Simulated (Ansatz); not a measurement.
# B3Pb: the cost of one run

Method: DFT PBE, scalar-relativistic, plane waves, PAW, in Ansatz 0.2.0.

### Step 1. The system as given

Symmetry: P6_3/mmc, No. 194, hexagonal system. The conventional cell has a = 5.274 Å, b = 5.274 Å, c = 4.233 Å, α = 90.00°, β = 90.00°, γ = 120.00°. Around B (site symmetry mm2) lie 4 Pb at 2.61 to 2.64 Å and 8 B at 2.61 to 2.64 Å. Around Pb (site symmetry -6m2) lie 12 B at 2.61 to 2.64 Å.

Coordinates:

```cif
data_structure
_symmetry_space_group_name_H-M 'P 1'
_symmetry_Int_Tables_number 1
_cell_length_a 5.2743
_cell_length_b 5.2743
_cell_length_c 4.2334
_cell_angle_alpha 90.000
_cell_angle_beta 90.000
_cell_angle_gamma 120.000
_cell_volume 101.99
loop_
_atom_site_label
_atom_site_type_symbol
_atom_site_fract_x
_atom_site_fract_y
_atom_site_fract_z
_atom_site_occupancy
B1 B 0.83300 0.66600 0.25000 1
B2 B 0.16700 0.83300 0.75000 1
B3 B 0.33400 0.16700 0.25000 1
B4 B 0.16700 0.33400 0.75000 1
B5 B 0.83300 0.16700 0.25000 1
B6 B 0.66600 0.83300 0.75000 1
Pb1 Pb 0.33333 0.66667 0.25000 1
Pb2 Pb 0.66667 0.33333 0.75000 1
```

(A quick probe on a coarse mesh, which set the mesh and smearing, is not shown.)

### Step 3. Rough relaxation on the coarse mesh

File input.yaml:

```yaml
crystal:
  lattice:
    - [5.274258446, 0.0, 0.0]
    - [-2.637129223, 4.5676418004, 0.0]
    - [0.0, 0.0, 4.2334061805]
  atoms:
    - { symbol: B, position: [0.833, 0.666, 0.25] }
    - { symbol: B, position: [0.167, 0.833, 0.75] }
    - { symbol: B, position: [0.334, 0.167, 0.25] }
    - { symbol: B, position: [0.167, 0.334, 0.75] }
    - { symbol: B, position: [0.833, 0.167, 0.25] }
    - { symbol: B, position: [0.666, 0.833, 0.75] }
    - { symbol: Pb, position: [0.3333333333, 0.6666666667, 0.25] }
    - { symbol: Pb, position: [0.6666666667, 0.3333333333, 0.75] }
basis:
  ecutwfc: 420
kpoints:
  mp_grid: { grid: [6, 6, 4] }
hamiltonian:
  xc: pbe
scf:
  occupations: { method: gaussian, width: 0.1 }
  lower_state_search: "off"
output:
  forces: true
  stress: true
  eigenvalues: true
relax:
  adjacent_minimum: "off"
  f_tol: 0.04
  max_steps: 70
  cell: { stress_tol: 0.4 }
```

Run with:

```bash
> ansatz run input.yaml --threads 1 --pin off --max-ram 2560MiB --backend cpu --events-out ev --progress --plain --runs-dir out
```

What time and memory should one allow on 1 thread of Intel Xeon 6975P-C (Granite Rapids), shared host?

About 40 s, with a peak of 0.44 GiB.
